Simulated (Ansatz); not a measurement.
Predict the output of the script below (Ansatz 0.2.0, Python API).

The script, `c2h8bnsi_energy.py`:
```python
'''Single point of C2H8BNSi in a Gaussian basis.'''

import warnings

import ansatz as az

SETTINGS = {
    'basis_set': 'def2-SVPD',
    'xc': 'PBE0',
}

GEOMETRY = '''
C    -1.73930    1.06500   -0.06230
B    -0.24660    0.76030   -0.02720
C     1.12750    0.74450    0.63930
N     1.13100    0.12410   -0.63000
Si    0.84930   -1.67770   -0.50740
H    -2.07380    1.66630    0.85010
H    -1.96850    1.75130   -0.95260
H    -2.33450    0.18780   -0.15740
H     1.68890    1.73650    0.65700
H     1.24190    0.08170    1.56710
H     0.10170   -2.16270   -1.64270
H     0.12170   -2.02740    0.74480
H     2.12100   -2.28440   -0.46400
'''

warnings.simplefilter('ignore', az.DeckWarning)

geometry = az.Crystal.molecule()
for line in GEOMETRY.strip().splitlines():
    symbol, *xyz = line.split()
    geometry = geometry.atom(symbol, [float(v) for v in xyz])

calc = (
    geometry.calculation()
    .basis(gaussian=SETTINGS['basis_set'])
    .functional(SETTINGS['xc'])
)
print(calc.to_yaml())
summary = calc.session().plan(threads=1).execute().report

print('reference energy %16.6f eV' % summary['reference_energy_ev'])
print('total energy     %16.6f eV' % summary['free_energy_ev'])
print('occupied orbitals outside the frozen core (up, down):', summary['n_occupied'], ' frozen:', summary['n_frozen'], ' virtual:', summary['n_virtual'])
```

```console
$ python c2h8bnsi_energy.py
crystal:
  periodic: [false, false, false]
  atoms:
    - { symbol: C, position_ang: [-1.7393, 1.065, -0.0623] }
    - { symbol: B, position_ang: [-0.2466, 0.7603, -0.0272] }
    - { symbol: C, position_ang: [1.1275, 0.7445, 0.6393] }
    - { symbol: "N", position_ang: [1.131, 0.1241, -0.63] }
    - { symbol: Si, position_ang: [0.8493, -1.6777, -0.5074] }
    - { symbol: H, position_ang: [-2.0738, 1.6663, 0.8501] }
    - { symbol: H, position_ang: [-1.9685, 1.7513, -0.9526] }
    - { symbol: H, position_ang: [-2.3345, 0.1878, -0.1574] }
    - { symbol: H, position_ang: [1.6889, 1.7365, 0.657] }
    - { symbol: H, position_ang: [1.2419, 0.0817, 1.5671] }
    - { symbol: H, position_ang: [0.1017, -2.1627, -1.6427] }
    - { symbol: H, position_ang: [0.1217, -2.0274, 0.7448] }
    - { symbol: H, position_ang: [2.121, -2.2844, -0.464] }
basis:
  gaussian:
    orbitals: def2-SVPD
hamiltonian:
  xc: pbe0

reference energy    -12232.926572 eV
total energy        -12232.926572 eV
occupied orbitals outside the frozen core (up, down): [23, 23]  frozen: 0  virtual: [145, 145]
```

Reading the output:
- Total energies depend on the basis set; only differences at equal settings carry meaning.
- The geometry is a force-field or estimated start, not a minimum of this method, and the basis set is short of its limit.
- Hardware and time: 4.4 s on 1 thread of INTEL(R) XEON(R) PLATINUM 8581C CPU @ 2.10GHz (Emerald Rapids), on a shared host, peak memory 0.36 GiB.
